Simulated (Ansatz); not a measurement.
# CH4OSe (SMILES C[Se]O): single points off equilibrium

The task here is to estimate one member of a computed series from the others.

Computed with Ansatz 0.2.0, Gaussian basis. Level: single points in def2-TZVPP.

Correlated methods freeze the cores. Filled d shells of the heavier atoms are correlated.

## The starting structure

SMILES `C[Se]O`, 7 atoms, charge 0, spin multiplicity 1.

Atoms are counted from 1 here; the program's logs count them from 0.

Bond lengths: C1–Se2 1.843 Å, C1–H4 1.131 Å, C1–H5 1.192 Å, C1–H6 1.205 Å, Se2–O3 1.757 Å, O3–H7 1.010 Å. Angles: Se2–C1–H4 112.9°, Se2–C1–H5 110.1°, Se2–C1–H6 112.5°, H4–C1–H5 108.9°, H4–C1–H6 104.5°, H5–C1–H6 107.7°, C1–Se2–O3 97.3°, Se2–O3–H7 115.6°.

As a file:

```
C    -0.6671    0.3517   -0.3872
Se    1.1753    0.4057   -0.3735
O     1.4371   -1.1518    0.3965
H    -1.0756   -0.5942   -0.8532
H    -1.0993    1.2911   -0.9798
H    -1.1377    0.3700    0.7220
H     1.5583   -1.1276    1.3993
```

The first run:

run/in.yaml reads:

```yaml
crystal:
  periodic: [false, false, false]
  atoms:
    - {symbol: C, position_ang: [-0.667100, 0.351700, -0.387200]}
    - {symbol: Se, position_ang: [1.175300, 0.405700, -0.373500]}
    - {symbol: O, position_ang: [1.437100, -1.151800, 0.396500]}
    - {symbol: H, position_ang: [-1.075600, -0.594200, -0.853200]}
    - {symbol: H, position_ang: [-1.099300, 1.291100, -0.979800]}
    - {symbol: H, position_ang: [-1.137700, 0.370000, 0.722000]}
    - {symbol: H, position_ang: [1.558300, -1.127600, 1.399300]}
basis:
  gaussian: {orbitals: def2-TZVPP}
correlation: {method: ccsd_t}
output: {forces: true}
```

No record of the launch command was kept for these runs.

Steps of the session up to this table: CCSD(T)/def2-TZVPP; PBE0-D4/def2-TZVPP; wB97M-V/def2-TZVPP; r2SCAN-D4/def2-TZVPP; PBE-D4/def2-TZVPP; HSE06-D4/def2-TZVPP; LC-wPBE/def2-TZVPP.

One of the session's tables, all rows but one given; the rest of the session is left out.

| method | RMS force component (eV/Å) | angle to CCSD(T) forces (°) | dipole (D) |
| --- | --- | --- | --- |
| CCSD(T) | 1.602 | reference | 1.73 |
| PBE0-D4 | ? | ? | ? |
| wB97M-V | 1.596 | 2.2 | 1.75 |
| r2SCAN-D4 | 1.555 | 1.5 | 1.74 |
| PBE-D4 | 1.508 | 7.6 | 1.68 |
| HSE06-D4 | 1.557 | 2.9 | 1.76 |
| LC-wPBE | 1.563 | 6.7 | 1.85 |

Q: Estimate the row for PBE0-D4 from the others.

**Answer.** RMS force component (eV/Å): 1.560; angle to CCSD(T) forces (°): 3.0; dipole (D): 1.77. In the column «RMS force component (eV/Å)» it lies between HSE06-D4 (1.557) and LC-wPBE (1.563).
